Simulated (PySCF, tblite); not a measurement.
**C5H17N3Si: geometry, infrared bands, NMR shifts and electronic excitations**

Wanted: the infrared bands, NMR shifts and electronic excitations of C5H17N3Si (`CN(C)[SiH2]N(C)CCN`), by calculation.

The runs use tblite 0.8.0 and PySCF 2.14.0, with density-fitted response routines of our own; the level of theory stands in each step. All values are computed, except where a source is named. Atoms are numbered from 0 throughout.

### 1 Starting geometry

26 atoms, charge 0, multiplicity 1; geometry from: force field or distance geometry start.

Bonds of the start (Å): C0–N1 1.46, N1–C2 1.47, N1–Si3 1.77, Si3–N4 1.80, N4–C5 1.49, N4–C6 1.44, C6–C7 1.51, C7–N8 1.45, C0–H9 1.10, C0–H10 1.11, C0–H11 1.11, C2–H12 1.10, C2–H13 1.12, C2–H14 1.11, Si3–H15 1.49, Si3–H16 1.47, C5–H17 1.10, C5–H18 1.12, C5–H19 1.09, C6–H20 1.13, C6–H21 1.11, C7–H22 1.12, C7–H23 1.10, N8–H24 1.05, N8–H25 1.07.

### 2 Relaxing the molecule with GFN2-xTB

The job: settings as JSON, then the geometry in Å.

```
{"job": {"kind": "relax", "xc": "GFN2-xTB", "basis": "xTB"}, "charge": 0, "multiplicity": 1}
C      2.622400     0.139400    -1.374000
N      1.750300     0.696600    -0.351100
C      2.525600     1.410500     0.667100
Si     0.656400    -0.498900     0.352700
N     -0.942300    -0.239800    -0.439800
C     -0.797800    -0.954900    -1.733300
C     -2.018600    -0.813600     0.323600
C     -2.231500    -0.048300     1.613100
N     -2.583200     1.328500     1.312600
H      3.661600     0.179600    -1.027300
H      2.408200     0.712000    -2.300800
H      2.349100    -0.929300    -1.516700
H      3.577900     1.249100     0.387500
H      2.276900     2.492400     0.543900
H      2.317900     1.031300     1.688300
H      1.035800    -1.887400    -0.034800
H      0.576400    -0.426800     1.822300
H     -0.583500    -0.261800    -2.564700
H      0.075900    -1.648400    -1.673400
H     -1.723300    -1.519400    -1.847600
H     -2.955800    -0.659000    -0.288100
H     -1.899700    -1.906700     0.463600
H     -3.115500    -0.508700     2.122700
H     -1.347600    -0.069800     2.272600
H     -2.020400     1.741000     0.530600
H     -3.636100     1.415300     1.124000
```

The run is started by

```sh
OMP_NUM_THREADS=1 python probes_run.py task.json out
```

This one command runs all jobs of the session in turn.

**Question.** This job is followed by: GFN2-xTB harmonic vibrations, gas phase; PBE0-D3(BJ)/def2-SVP geometry optimisation, gas phase; GIAO PBE0/pcSseg-1 NMR shielding, non-relativistic, gas phase; TDDFT CAM-B3LYP/def2-SVPD, vertical, gas phase, core orbitals frozen in the response; GIAO HF/pcSseg-1 NMR shielding, non-relativistic, gas phase. Predict these results of the whole session: strongest single infrared mode (GFN2-xTB); zero-point energy (GFN2-xTB); point group; rotational constants (main isotopes); ¹³C shifts against TMS (PBE0/pcSseg-1, means over atoms taken as alike); ¹H shifts against TMS (PBE0/pcSseg-1, means over atoms taken as alike); ¹⁵N shifts against NH3 (PBE0/pcSseg-1); ²⁹Si shifts against TMS (PBE0/pcSseg-1); lowest singlet (CAM-B3LYP/def2-SVPD); brightest single state of those computed; lowest triplet; vertical ionisation energy (ΔSCF); range of the shift of N4.

The runs gave:

| quantity | value |
| --- | --- |
| strongest single infrared mode (GFN2-xTB) | 2166 cm⁻¹, 490 km/mol |
| zero-point energy (GFN2-xTB) | 139.9 kcal/mol |
| point group | C1 |
| rotational constants (main isotopes) | 2.13, 0.78, 0.70 GHz |
| ¹³C shifts against TMS (PBE0/pcSseg-1, means over atoms taken as alike) | 54.9, 50.3, 39.0, 38.0 ppm |
| ¹H shifts against TMS (PBE0/pcSseg-1, means over atoms taken as alike) | 4.64, 2.55, 2.54, 2.54, 2.44, 0.35 ppm |
| ¹⁵N shifts against NH3 (PBE0/pcSseg-1) | 33.6, 31.9, 26.1 ppm |
| ²⁹Si shifts against TMS (PBE0/pcSseg-1) | -21.6 ppm |
| lowest singlet (CAM-B3LYP/def2-SVPD) | 5.87 eV (211 nm), f = 0.021 |
| brightest single state of those computed | state 10, 7.06 eV, f = 0.042 |
| lowest triplet | 5.73 eV |
| vertical ionisation energy (ΔSCF) | 8.04 eV |
| range of the shift of N4 | 7.2 to 31.9 ppm |

What this shows: Over 281 steps the energy fell by 1.627 eV; of the close pairs, Si3–N4 changed most, 1.803 to 1.719 Å (GFN2-xTB). All 72 modes are real, so the xTB geometry is a minimum. The strongest single mode, at 2166 cm⁻¹, moves mainly H15 and H16. Unscaled tight-binding wavenumbers are off by several per cent, some by more. Its intensities can rank the bands wrongly. Over 10 steps the energy fell by 0.290 eV; of the close pairs, Si3–H15 changed most, 1.447 to 1.500 Å (PBE0/def2-SVP). No frequency check was run at this level, so the end point may be a saddle. At PBE0/pcSseg-1: The widest tensor belongs to Si3: span 98 ppm, with a paramagnetic part of -511 ppm. The first singlet state (HOMO→LUMO 0.72, HOMO−1→LUMO+1 0.10) lies at 5.87 eV and is weak; of the 10 states computed, the strongest absorption comes from state 10 at 7.06 eV (the last computed, so partners may be missing). The lowest triplet lies 0.14 eV below the lowest singlet (triplets in Tamm-Dancoff, singlets in full TDDFT). The orbital energy would give 7.50 eV for ionisation, ΔSCF gives 8.04 eV. Across the 2 runs the shift of N4 moves most, between 7.2 (HF/pcSseg-1) and 31.9 ppm (PBE0/pcSseg-1).
